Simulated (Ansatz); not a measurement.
Run this with Ansatz 0.2.0, Python API and show what comes out.

The script, `ecut.py`:
```python
"""Cutoff test for Sc3InB."""

import ansatz as az
from tabulate import tabulate


def main() -> None:
    system = (
        az.Lattice.of((4.56, 0.0, 0.0), (0.0, 4.56, 0.0), (0.0, 0.0, 4.56))
        .atom("Sc", (0.0, 0.5, 0.5))
        .atom("Sc", (0.5, 0.0, 0.5))
        .atom("Sc", (0.5, 0.5, 0.0))
        .atom("In", (0.0, 0.0, 0.0))
        .atom("B", (0.5, 0.5, 0.5))
    )

    calculation = (
        system.calculation()
        .functional("pbesol", dispersion="d3bjatm")
        .kpoints(5, shift=0.5)  # sampling of the Brillouin zone
        .occupations(az.OccupationsMethod.FERMI_DIRAC, width=0.01)  # fractional filling near the Fermi level
        .scf(self_checks="low")
    )

    rows = []
    for value in [250, 300, 350, 400, 450]:
        summary = calculation.basis(value).run(threads=1, pin="off").report
        rows.append((value, summary["free_energy_ev"] / len(summary["lattice"]["sites"]), summary["n_iterations"], summary["n_pw"]))

    print(tabulate(rows, headers=["cutoff (eV)", "F/atom (eV)", "iterations", "plane waves"], floatfmt=".4f", tablefmt="plain"))

    # the last row is the reference
    for row in rows[:-1]:
        shift = 1000 * (row[1] - rows[-1][1])
        print(f"{row[0]}: {shift:+.2f} meV/atom" + ("  (within 5 meV)" if abs(shift) < 5 else ""))


if __name__ == "__main__":
    main()
```

```console
$ python ecut.py
DeckWarning: basis.ecutwfc = 250 eV is below the records' recommended 420 eV, and the density's cutoff is lower with it unless basis.ecutrho_ratio is high enough to keep the records' density cutoff: compare with a run at a higher cutoff
DeckWarning: basis.ecutwfc = 300 eV is below the records' recommended 420 eV, and the density's cutoff is lower with it unless basis.ecutrho_ratio is high enough to keep the records' density cutoff: compare with a run at a higher cutoff
DeckWarning: basis.ecutwfc = 350 eV is below the records' recommended 420 eV, and the density's cutoff is lower with it unless basis.ecutrho_ratio is high enough to keep the records' density cutoff: compare with a run at a higher cutoff
DeckWarning: basis.ecutwfc = 400 eV is below the records' recommended 420 eV, and the density's cutoff is lower with it unless basis.ecutrho_ratio is high enough to keep the records' density cutoff: compare with a run at a higher cutoff
  cutoff (eV)    F/atom (eV)    iterations    plane waves
          250     -2402.7743             7            847
          300     -2403.1659             7           1141
          350     -2403.2028             6           1365
          400     -2403.2054             7           1743
          450     -2403.2061             7           2103
250: +431.84 meV/atom
300: +40.29 meV/atom
350: +3.33 meV/atom  (within 5 meV)
400: +0.75 meV/atom  (within 5 meV)
```
(Warnings from the package without file and line.)

From 350 eV on it stays within 5 meV an atom of the value at 450 eV; the first row (250 eV) is off by 431.8 meV and the last but one by 0.75 meV. The energy falls steadily, as expected when plane waves are added.

Notes:
- Dispersion corrections can be off by several per cent in the lattices of metals, and by several GPa in the pressure at a fixed cell.
- For a metal this k-point mesh is coarse: on a finer one energies can move by several to tens of meV an atom and pressures by half a GPa or more, differences at one mesh by less.
- The structure is a deposited one; some such entries were measured under pressure or heat, so a shift against it needn't be the functional's error alone.
- Shifts are counted from the last row, which is itself no proven limit.
- The whole script took 6.2 s on 1 thread of Arm Neoverse V2, with other jobs on the host, peak memory 0.42 GiB.
